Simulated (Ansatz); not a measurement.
# Si24H3CO: the cost of one run

Computed with Ansatz 0.2.0 (DFT PBE+D3(BJ), scalar-relativistic, plane waves, PAW, unless a step's input says otherwise).

6 further runs of the same task are left out: 1 that didn't finish, 5 set aside as unsound or not needed.

## Step 1: The system as given

The structure is trigonal, space group P3m1 (No. 156). The conventional cell has a = 3.834 Å, b = 3.834 Å, c = 24.043 Å, α = 90.00°, β = 90.00°, γ = 120.00°. Si (site symmetry 3m) is surrounded by 3 Si at 2.35 Å. Si (site symmetry 3m) is surrounded by 4 Si at 2.35 Å. Si (site symmetry 3m) has 4 Si at 2.34 to 2.35 Å in its first shell of neighbours. Around Si (site symmetry 3m) lie 4 Si at 2.34 to 2.40 Å. Si (site symmetry 3m) is surrounded by 4 Si at 2.32 to 2.40 Å. Around Si (site symmetry 3m) lie 3 Si at 2.32 Å.

Structure file:

```xyz
24
Lattice="7.6672 0.0000 0.0000 -3.8336 6.6400 0.0000 0.0000 0.0000 24.0428" Properties=species:S:1:pos:R:3 pbc="T T T"
Si    3.8336    2.2133    8.5000
Si    1.9168    5.5333    8.5000
Si    0.0000    2.2133    8.5000
Si   -1.9168    5.5333    8.5000
Si    1.9168    3.3200    9.2825
Si    3.8336    0.0000    9.2825
Si   -1.9168    3.3200    9.2825
Si    0.0000    0.0000    9.2825
Si   -1.9168    3.3200   11.6301
Si    0.0000    0.0000   11.6301
Si    1.9168    3.3200   11.6301
Si    3.8336    0.0000   11.6301
Si    3.8336    4.4267   12.3898
Si    5.7504    1.1067   12.3898
Si    0.0000    4.4267   12.3898
Si    1.9168    1.1067   12.3898
Si    0.0000    4.4267   14.7932
Si    1.9168    1.1067   14.7932
Si    3.8336    4.4267   14.7932
Si    5.7504    1.1067   14.7932
Si   -1.9168    5.5333   15.4750
Si    0.0000    2.2133   15.4750
Si    1.9168    5.5333   15.4750
Si    3.8336    2.2133   15.4750
```

Miller indices refer to the conventional cell of the relaxed bulk, Fd-3m (No. 227): a = 5.422 Å, b = 5.422 Å, c = 5.422 Å, α = 90.00°, β = 90.00°, γ = 90.00°.

It is a (111) slab, 7.0 Å thick as cut, with 17 Å of vacuum, in a 2×2 surface cell; its outer planes are Si (top) and Si (bottom). An earlier relaxation, lower half held, gave -15256.3080 eV, work function 4.79 eV (top face), 4.91 eV (bottom face), dipole along +c 0.034 e·Å per cell.

## Step 2: OCH3 at the top (Si) site

With the adsorbate the run is spin-polarised.

The input, input.yaml:

```yaml
crystal:
  lattice:
    - [7.6671877214, 0.0, 0.0]
    - [-3.8335938607, 6.6399793423, 0.0]
    - [0.0, 0.0, 28.0943151652]
  atoms:
    - { symbol: Si, position: [0.6666666667, 0.3333333333, 0.3025523117] }
    - { symbol: Si, position: [0.6666666667, 0.8333333333, 0.3025523117] }
    - { symbol: Si, position: [0.1666666667, 0.3333333333, 0.3025523117] }
    - { symbol: Si, position: [0.1666666667, 0.8333333333, 0.3025523117] }
    - { symbol: Si, position: [0.5, 0.5, 0.3304059563] }
    - { symbol: Si, position: [0.5, 0.0, 0.3304059563] }
    - { symbol: Si, position: [0.0, 0.5, 0.3304059563] }
    - { symbol: Si, position: [0.0, 0.0, 0.3304059563] }
    - { symbol: Si, position: [0.0, 0.5, 0.4139668901] }
    - { symbol: Si, position: [0.0, 0.0, 0.4139668901] }
    - { symbol: Si, position: [0.5, 0.5, 0.4139668901] }
    - { symbol: Si, position: [0.5, 0.0, 0.4139668901] }
    - { symbol: Si, position: [0.8333333333, 0.6666666667, 0.4410057191] }
    - { symbol: Si, position: [0.8333333333, 0.1666666667, 0.4410057191] }
    - { symbol: Si, position: [0.3333333333, 0.6666666667, 0.4410057191] }
    - { symbol: Si, position: [0.3333333333, 0.1666666667, 0.4410057191] }
    - { symbol: Si, position: [0.3333333333, 0.6666666667, 0.5265559521] }
    - { symbol: Si, position: [0.3333333333, 0.1666666667, 0.5265559521] }
    - { symbol: Si, position: [0.8333333333, 0.6666666667, 0.5265559521] }
    - { symbol: Si, position: [0.8333333333, 0.1666666667, 0.5265559521] }
    - { symbol: Si, position: [0.1666666667, 0.8333333333, 0.55082456] }
    - { symbol: Si, position: [0.1666666667, 0.3333333333, 0.55082456] }
    - { symbol: Si, position: [0.6666666667, 0.8333333333, 0.55082456] }
    - { symbol: Si, position: [0.6666666667, 0.3333333333, 0.55082456] }
    - { symbol: O, position: [0.6666666667, 0.3333333333, 0.6141825735], spin: 1.0 }
    - { symbol: C, position: [0.5680627353, 0.2517312216, 0.6579636727] }
    - { symbol: H, position: [0.6686995234, 0.335725354, 0.6872063694] }
    - { symbol: H, position: [0.4321338885, 0.2631432419, 0.6599559726] }
    - { symbol: H, position: [0.5281706449, 0.0941045747, 0.6601111656] }
basis:
  ecutwfc: 420
kpoints:
  mp_grid: { grid: [6, 6, 1] }
hamiltonian:
  xc: pbe
  dispersion: d3bj
scf:
  occupations: { method: gaussian, width: 0.05 }
output:
  forces: true
  eigenvalues: true
  populations: true
  write_density: true
  write_potential: true
  elf: true
  volumetric_format: npy
magnetization:
  spin_polarized: true
relax:
  adjacent_minimum: "off"
  f_tol: 0.03
  max_steps: 70
  constraints: [{ sites: [0, 1, 2, 3, 4, 5, 6, 7, 8, 9, 10, 11] }]
efield:
  axis: 3
  dipole_correction: true
  ramp_width: 0.04
```

Run with:

```
ansatz run input.yaml --threads 4 --pin off --max-ram 10240MiB --backend cpu --events-out ev --progress --plain --runs-dir out
```

What time and memory should one allow on 4 threads of Arm Neoverse V2, shared host?

About 45 min, with a peak of 5.2 GiB.
